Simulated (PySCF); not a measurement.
# CH6BiSe+: NMR shieldings

What do calculations give for the NMR shieldings of CH6BiSe+ (`[SeH][CH2][BiH3+]`)?

Computed with PySCF 2.14.0 and routines of our own; the level stands in each step. Atoms count from 0.

## Step 1: The system as given

9 atoms, charge 1, multiplicity 1; geometry from: GFN2-xTB.

## Step 2: NMR shieldings: PBE/pcSseg-1 Bi:us-x2c-TZVPall-2c Se:us-x2c-TZVPall-2c, spin–orbit

What the job is given:

```
{"job": {"kind": "hnmr", "xc": "PBE", "basis": {"default": "pcSseg-1", "Bi": "us-x2c-TZVPall-2c", "Se": "us-x2c-TZVPall-2c"}, "rel": "so"}, "charge": 1, "multiplicity": 1}
Se    -2.144926    -0.141712     1.099262
C     -0.986276    -0.695029    -0.235757
Bi     1.353537     0.188713    -0.097870
H     -2.572029     1.081437     0.441775
H     -0.743195    -1.748054    -0.169579
H     -1.220715    -0.371958    -1.240273
H      2.713445    -0.803356     0.368069
H      2.126516     1.121326    -1.360368
H      1.487205     1.374625     1.169561
```

Level: PBE/pcSseg-1 Bi:us-x2c-TZVPall-2c Se:us-x2c-TZVPall-2c GIAO NMR shielding, X2C with spin-orbit coupling, screened-nuclear two-electron part, Gaussian nuclei, gas phase.

The run is started by

```console
OMP_NUM_THREADS=1 python heavy_run.py task.json out
```

This one command runs all jobs of the session in turn.

Log:

```text
spin-free SCF
coarse grid: 36104 points
cycle   1  E = -24006.3281745331  dE = -6.643e-01  |g| = 1.795e+00  |ddm| = 6.331e+00
cycle   2  E = -24006.2896660226  dE =  3.851e-02  |g| = 5.220e-01  |ddm| = 1.264e+00
cycle   3  E = -24006.1575402867  dE =  1.321e-01  |g| = 8.147e-01  |ddm| = 2.158e+00
cycle   4  E = -24006.3360917106  dE = -1.786e-01  |g| = 2.243e-01  |ddm| = 1.543e+00
cycle   5  E = -24006.3467737417  dE = -1.068e-02  |g| = 7.629e-02  |ddm| = 2.644e-01
cycle   6  E = -24006.3478195433  dE = -1.046e-03  |g| = 3.840e-02  |ddm| = 1.025e-01
cycle   7  E = -24006.3481513199  dE = -3.318e-04  |g| = 1.271e-02  |ddm| = 7.688e-02
cycle   8  E = -24006.3482178647  dE = -6.654e-05  |g| = 1.010e-03  |ddm| = 2.684e-02
cycle   9  E = -24006.3482182489  dE = -3.842e-07  |g| = 2.636e-04  |ddm| = 1.939e-03
final grid: 71712 points
cycle  10  E = -24006.3158127893  dE = -4.430e-05  |g| = 3.626e-03  |ddm| = 2.424e-03
cycle  11  E = -24006.3158127530  dE =  3.631e-08  |g| = 5.505e-04  |ddm| = 8.663e-04
cycle  12  E = -24006.3158126498  dE =  1.032e-07  |g| = 8.331e-04  |ddm| = 1.314e-03
cycle  13  E = -24006.3158128040  dE = -1.542e-07  |g| = 2.377e-04  |ddm| = 9.006e-04
cycle  14  E = -24006.3158128185  dE = -1.450e-08  |g| = 2.418e-05  |ddm| = 2.416e-04
cycle  15  E = -24006.3158128185  dE = -2.910e-11  |g| = 5.185e-06  |ddm| = 3.081e-05
converged SCF energy = -24006.3158128185
two-component SCF
cycle   1  E = -23991.4380824583  dE = -2.399e+04  |FDS-SDF| = 5.287e+02
cycle   2  E = -24033.2354492739  dE = -4.180e+01  |FDS-SDF| = 1.197e+00
cycle   3  E = -24033.2357061024  dE = -2.568e-04  |FDS-SDF| = 1.685e-01
cycle   4  E = -24033.2342507103  dE =  1.455e-03  |FDS-SDF| = 1.263e-01
cycle   5  E = -24033.2353849216  dE = -1.134e-03  |FDS-SDF| = 5.698e-02
cycle   6  E = -24033.2364149365  dE = -1.030e-03  |FDS-SDF| = 1.642e-02
cycle   7  E = -24033.2364877784  dE = -7.284e-05  |FDS-SDF| = 2.406e-03
cycle   8  E = -24033.2364890262  dE = -1.248e-06  |FDS-SDF| = 1.371e-03
cycle   9  E = -24033.2364896310  dE = -6.048e-07  |FDS-SDF| = 2.601e-04
cycle  10  E = -24033.2364896437  dE = -1.264e-08  |FDS-SDF| = 4.360e-05
converged, E = -24033.2364896437

Field gradients (au) and densities at the nuclei (bohr^-3)
atom        Vxx        Vyy        Vzz        centre      nuclear mean
  0 Se     0.2757     3.9887    -4.2643      35341.506      35317.587
  1 C     -0.0971    -0.3651     0.4622        114.567        114.567
  2 Bi     0.0720     0.2648    -0.3367    2948078.067    2708737.191
  3 H     -0.0839    -0.1105     0.1943          0.334          0.334
  4 H     -0.1520    -0.1592     0.3111          0.376          0.376
  5 H     -0.1553    -0.1606     0.3159          0.376          0.376
  6 H     -0.0541    -0.0549     0.1090          0.318          0.318
  7 H     -0.0534    -0.0544     0.1078          0.317          0.317
  8 H     -0.0560    -0.0564     0.1124          0.320          0.320
without picture change
  0 Se                          -4.3981                     53244.394
  2 Bi                          -0.3818                   7910297.471

Core orbital energies (eV)
atom   shell        mean    spread
  0 Se 1s       -12496.650   0.000
  0 Se 2s        -1611.328   0.000
  0 Se 3s         -217.997   0.000
  0 Se 4s          -23.299   0.000
  0 Se 2p1/2     -1445.851   0.000
  0 Se 2p3/2     -1404.592   0.050
  0 Se 3p1/2      -161.470   0.000
  0 Se 3p3/2      -155.634   0.158
  0 Se 3d3/2       -58.298   0.176
  0 Se 3d5/2       -57.449   0.231
  2 Bi 1s       -90262.879   0.000
  2 Bi 2s       -16217.414   0.000
  2 Bi 3s        -3918.997   0.000
  2 Bi 4s         -902.909   0.000
  2 Bi 5s         -162.073   0.000
  2 Bi 6s          -21.243   0.000
  2 Bi 2p1/2    -15581.470   0.000
  2 Bi 2p3/2    -13275.997   0.001
  2 Bi 3p1/2     -3631.977   0.000
  2 Bi 3p3/2     -3114.902   0.002
  2 Bi 4p1/2      -778.106   0.000
  2 Bi 4p3/2      -650.597   0.004
  2 Bi 5p1/2      -118.754   0.000
  2 Bi 5p3/2       -94.305   0.014
  2 Bi 3d3/2     -2645.309   0.097
  2 Bi 3d5/2     -2535.693   0.311
  2 Bi 4d3/2      -447.746   0.005
  2 Bi 4d5/2      -423.775   0.023
  2 Bi 5d3/2       -34.137   0.021
  2 Bi 5d5/2       -31.117   0.099
  2 Bi 4f5/2      -159.881   0.006
  2 Bi 4f7/2      -154.514   0.006

vertical triplet (scalar unrestricted SCF): 2.433 eV

Shielding tensors (ppm)
atom      isotropic    diamagn.    paramagn.     s11        s22        s33       span
  0 Se     1601.90     2871.64    -1269.74    1055.90    1761.12    1988.68     932.78
  1 C        83.65      248.36     -164.71     -34.22     104.47     180.71     214.93
  2 Bi    11312.62     8970.18     2342.44   10140.51   11133.78   12663.58    2523.07
  3 H        27.75       27.80       -0.05      20.28      27.46      35.52      15.23
  4 H        23.43       27.34       -3.92      14.00      25.52      30.76      16.76
  5 H        23.07       28.05       -4.98      12.84      26.95      29.41      16.56
  6 H        19.97       25.11       -5.13       9.82      14.35      35.76      25.94
  7 H        19.04       25.25       -6.21       8.25      14.30      34.58      26.34
  8 H        21.45       26.23       -4.78      12.76      16.27      35.32      22.56
```

It took 3.7 min on 1 thread of Arm Neoverse N1, shared host; peak memory 1.1 GiB.

From this job:

```tsv
quantity	value
energy from spin-orbit coupling	-26.9207 Eh
```

## Step 3: NMR shieldings: PBE/pcSseg-1 Bi:us-x2c-TZVPall-2c Se:us-x2c-TZVPall-2c, spin-free

Settings changed since step 2:

```diff
@@ -1,2 +1,2 @@
-{"job": {"kind": "hnmr", "xc": "PBE", "basis": {"default": "pcSseg-1", "Bi": "us-x2c-TZVPall-2c", "Se": "us-x2c-TZVPall-2c"}, "rel": "so"}, "charge": 1, "multiplicity": 1}
+{"job": {"kind": "hnmr", "xc": "PBE", "basis": {"default": "pcSseg-1", "Bi": "us-x2c-TZVPall-2c", "Se": "us-x2c-TZVPall-2c"}, "rel": "sf"}, "charge": 1, "multiplicity": 1}
 Se    -2.144926    -0.141712     1.099262
```

Method: PBE/pcSseg-1 Bi:us-x2c-TZVPall-2c Se:us-x2c-TZVPall-2c GIAO NMR shielding, spin-free X2C, Gaussian nuclei, gas phase.

Log:

```text
spin-free SCF
coarse grid: 36104 points
cycle   1  E = -24006.3281745331  dE = -6.643e-01  |g| = 1.795e+00  |ddm| = 6.331e+00
cycle   2  E = -24006.2896660226  dE =  3.851e-02  |g| = 5.220e-01  |ddm| = 1.264e+00
cycle   3  E = -24006.1575402867  dE =  1.321e-01  |g| = 8.147e-01  |ddm| = 2.158e+00
cycle   4  E = -24006.3360917106  dE = -1.786e-01  |g| = 2.243e-01  |ddm| = 1.543e+00
cycle   5  E = -24006.3467737417  dE = -1.068e-02  |g| = 7.629e-02  |ddm| = 2.644e-01
cycle   6  E = -24006.3478195433  dE = -1.046e-03  |g| = 3.840e-02  |ddm| = 1.025e-01
cycle   7  E = -24006.3481513199  dE = -3.318e-04  |g| = 1.271e-02  |ddm| = 7.688e-02
cycle   8  E = -24006.3482178647  dE = -6.654e-05  |g| = 1.010e-03  |ddm| = 2.684e-02
cycle   9  E = -24006.3482182489  dE = -3.842e-07  |g| = 2.636e-04  |ddm| = 1.939e-03
final grid: 71712 points
cycle  10  E = -24006.3158127893  dE = -4.430e-05  |g| = 3.626e-03  |ddm| = 2.424e-03
cycle  11  E = -24006.3158127530  dE =  3.631e-08  |g| = 5.505e-04  |ddm| = 8.663e-04
cycle  12  E = -24006.3158126498  dE =  1.032e-07  |g| = 8.331e-04  |ddm| = 1.314e-03
cycle  13  E = -24006.3158128040  dE = -1.542e-07  |g| = 2.377e-04  |ddm| = 9.006e-04
cycle  14  E = -24006.3158128185  dE = -1.450e-08  |g| = 2.418e-05  |ddm| = 2.416e-04
cycle  15  E = -24006.3158128185  dE = -2.910e-11  |g| = 5.185e-06  |ddm| = 3.081e-05
converged SCF energy = -24006.3158128185
check of the scalar solution
cycle   1  E = -24006.3158128185  dE = -2.401e+04  |FDS-SDF| = 6.227e+00
cycle   2  E = -24006.3169583307  dE = -1.146e-03  |FDS-SDF| = 3.297e-03
cycle   3  E = -24006.3169583306  dE =  9.095e-11  |FDS-SDF| = 3.806e-05
converged, E = -24006.3169583306

Field gradients (au) and densities at the nuclei (bohr^-3)
atom        Vxx        Vyy        Vzz        centre      nuclear mean
  0 Se     0.2748     3.9983    -4.2732      35339.300      35315.380
  1 C     -0.0980    -0.3657     0.4637        114.565        114.565
  2 Bi    -0.0053    -0.3012     0.3066    2925240.649    2686485.364
  3 H     -0.0838    -0.1105     0.1943          0.334          0.334
  4 H     -0.1519    -0.1591     0.3111          0.376          0.376
  5 H     -0.1553    -0.1606     0.3159          0.376          0.376
  6 H     -0.0548    -0.0557     0.1105          0.319          0.319
  7 H     -0.0541    -0.0552     0.1093          0.318          0.318
  8 H     -0.0568    -0.0572     0.1140          0.322          0.322
without picture change
  0 Se                          -4.4069                     53244.834
  2 Bi                           0.3837                   7911996.167

Core orbital energies (eV)
atom   shell        mean    spread
  0 Se 1s       -12496.835   0.000
  0 Se 2s        -1611.368   0.000
  0 Se 3s         -218.013   0.000
  0 Se 4s          -23.309   0.000
  0 Se 2p        -1418.149   0.086
  0 Se 3p         -157.559   0.271
  0 Se 3d          -57.801   0.255
  2 Bi 1s       -90290.708   0.000
  2 Bi 2s       -16224.059   0.000
  2 Bi 3s        -3921.124   0.000
  2 Bi 4s         -903.599   0.000
  2 Bi 5s         -162.282   0.000
  2 Bi 6s          -21.316   0.000
  2 Bi 2p       -13957.259   0.001
  2 Bi 3p        -3269.585   0.003
  2 Bi 4p         -688.724   0.006
  2 Bi 5p         -101.636   0.020
  2 Bi 3d        -2580.386   0.632
  2 Bi 4d         -433.642   0.046
  2 Bi 5d          -32.418   0.131
  2 Bi 4f         -157.170   0.006

Shielding tensors (ppm)
atom      isotropic    diamagn.    paramagn.     s11        s22        s33       span
  0 Se     1354.93     3008.40    -1653.46     799.67    1470.43    1794.70     995.03
  1 C        58.91      248.09     -189.19     -90.45      87.53     179.64     270.09
  2 Bi     5722.40    10481.67    -4759.27    5057.30    5772.64    6337.26    1279.96
  3 H        26.14       27.77       -1.63      18.46      24.07      35.89      17.43
  4 H        24.02       27.31       -3.28      14.97      26.42      30.68      15.70
  5 H        23.96       28.01       -4.05      14.16      27.94      29.79      15.62
  6 H        24.69       25.68       -0.99      14.42      14.72      44.92      30.50
  7 H        24.62       25.79       -1.17      14.28      14.61      44.97      30.69
  8 H        25.90       26.66       -0.77      16.08      16.49      45.12      29.04
```

Run time: 62 s. Hardware: 1 thread of Arm Neoverse N1, shared host; peak memory 0.9 GiB.

## Step 4: Shieldings side by side

```tsv
run	Bi2	Se0	C1	H7	H6	H8	H3	time
step 2, PBE/pcSseg-1 Bi:us-x2c-TZVPall-2c Se:us-x2c-TZVPall-2c, spin–orbit	11312.6	1601.9	83.7	19.0	20.0	21.5	27.8	3.7 min
step 3, PBE/pcSseg-1 Bi:us-x2c-TZVPall-2c Se:us-x2c-TZVPall-2c, spin-free	5722.4	1354.9	58.9	24.6	24.7	25.9	26.1	62 s
```

## Step 5: What came out

| quantity | value |
| --- | --- |
| energy from spin-orbit coupling (step 2, PBE/pcSseg-1 Bi:us-x2c-TZVPall-2c Se:us-x2c-TZVPall-2c, spin–orbit) | -26.9207 Eh |
| shieldings (step 2, PBE/pcSseg-1 Bi:us-x2c-TZVPall-2c Se:us-x2c-TZVPall-2c, spin–orbit) | Se0 1601.9, C1 83.7, Bi2 11312.6 ppm |
| shieldings (step 3, PBE/pcSseg-1 Bi:us-x2c-TZVPall-2c Se:us-x2c-TZVPall-2c, spin-free) | Se0 1354.9, C1 58.9, Bi2 5722.4 ppm |

A contracted two-component basis is stiff near heavy nuclei, so the absolute shieldings of the heavy atoms from it are rough. In step 2, Bi2 has the widest tensor, 2523 ppm. Bi2 moves most between the runs, by 5590 ppm; the labels say what changes from run to run. The geometry comes from tight binding, which is rough for metal atoms, and these values hang on it.
